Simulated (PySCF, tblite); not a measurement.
# C₅H₁₃ClOSi₂: geometry, infrared bands and NMR shifts

Wanted: the infrared bands and NMR shifts of C₅H₁₃ClOSi₂ (`C=C(Cl)CO[SiH2][SiH](C)C`), by calculation.

Programs: tblite 0.8.0 and PySCF 2.14.0, with density-fitted response routines of our own. Each step states its level of theory. These are calculated values for one molecule in the gas phase, unless marked as measured. Atoms are numbered from 0 throughout.

## Step 1: Starting geometry

22 atoms, charge 0, multiplicity 1; geometry from: force field or distance geometry start.

Bonds of the start (Å): C0–C1 1.35, C1–Cl2 1.72, C1–C3 1.51, C3–O4 1.43, O4–Si5 1.67, Si5–Si6 2.32, Si6–C7 1.86, Si6–C8 1.85, C0–H9 1.07, C0–H10 1.09, C3–H11 1.09, C3–H12 1.10, Si5–H13 1.48, Si5–H14 1.47, Si6–H15 1.50, C7–H16 1.09, C7–H17 1.10, C7–H18 1.09, C8–H19 1.09, C8–H20 1.10, C8–H21 1.09.

## Step 2: Geometry optimisation with GFN2-xTB

Job settings and geometry (Å):

```
{"job": {"kind": "relax", "xc": "GFN2-xTB", "basis": "xTB"}, "charge": 0, "multiplicity": 1}
C     -2.459800    -0.444800     2.854500
C     -3.116800    -0.640900     1.687900
Cl    -4.815700    -0.932600     1.733300
C     -2.504400    -0.650200     0.308700
O     -1.100500    -0.412100     0.384800
Si    -0.250100    -0.378000    -1.053400
Si     2.003200     0.006300    -0.636000
C      2.174300     1.582600     0.335500
C      2.903800     0.094800    -2.251000
H     -1.402700    -0.262900     2.882100
H     -2.992600    -0.452300     3.805100
H     -2.993000     0.114800    -0.288300
H     -2.691400    -1.637600    -0.130900
H     -0.789700     0.705800    -1.906400
H     -0.439600    -1.661400    -1.752700
H      2.563400    -1.118300     0.179800
H      3.220200     1.794600     0.553000
H      1.635700     1.511900     1.286400
H      1.764400     2.433600    -0.218200
H      2.803500    -0.831900    -2.811500
H      2.511300     0.918900    -2.870000
H      3.966200     0.279000    -2.093700
```

Run with:

```
> OMP_NUM_THREADS=1 python probes_run.py task.json out
```

This one command runs all jobs of the session in turn.

**Question.** This job is followed by: GFN2-xTB harmonic vibrations, gas phase; GIAO PBE0/pcSseg-1 NMR shielding, non-relativistic, gas phase. What will the session give for the following? strongest single infrared mode (GFN2-xTB); zero-point energy (GFN2-xTB); ¹³C shifts against TMS (PBE0/pcSseg-1, means over atoms taken as alike); ¹H shifts against TMS (PBE0/pcSseg-1, means over atoms taken as alike); ³⁵Cl shifts against HCl (PBE0/pcSseg-1); ¹⁷O shifts against H2O (PBE0/pcSseg-1); ²⁹Si shifts against TMS (PBE0/pcSseg-1).

**Answer**, as computed:

```
                                                               quantity                                   value
                              strongest single infrared mode (GFN2-xTB)                   2114 cm⁻¹, 655 km/mol
                                           zero-point energy (GFN2-xTB)                          101.8 kcal/mol
¹³C shifts against TMS (PBE0/pcSseg-1, means over atoms taken as alike)            151.3, 117.0, 72.6, -4.9 ppm
 ¹H shifts against TMS (PBE0/pcSseg-1, means over atoms taken as alike)  5.92, 5.69, 5.26, 4.51, 4.10, 0.18 ppm
                                ³⁵Cl shifts against HCl (PBE0/pcSseg-1)                                 213 ppm
                                 ¹⁷O shifts against H2O (PBE0/pcSseg-1)                                13.6 ppm
                                ²⁹Si shifts against TMS (PBE0/pcSseg-1)                        -22.3, -46.9 ppm
```

In words: Over 101 steps the energy fell by 0.295 eV; of the close pairs, Si6–C8 changed most, 1.851 to 1.904 Å. All 60 modes are real, so the xTB geometry is a minimum. The strongest single mode, at 2114 cm⁻¹, has its largest shares on H13, H14 and H15 (the list is cut at 3 atoms). GFN2-xTB is a fitted tight-binding method: band positions and strengths are rough. Its intensities can rank the bands wrongly. C1 (fully substituted alkene carbon) lies farthest downfield among carbon, at 151.3 ppm; an sp2 carbon of a C=C bond. At PBE0/pcSseg-1: Shielding is most anisotropic at Cl2 (span 472 ppm, paramagnetic term -405 ppm).
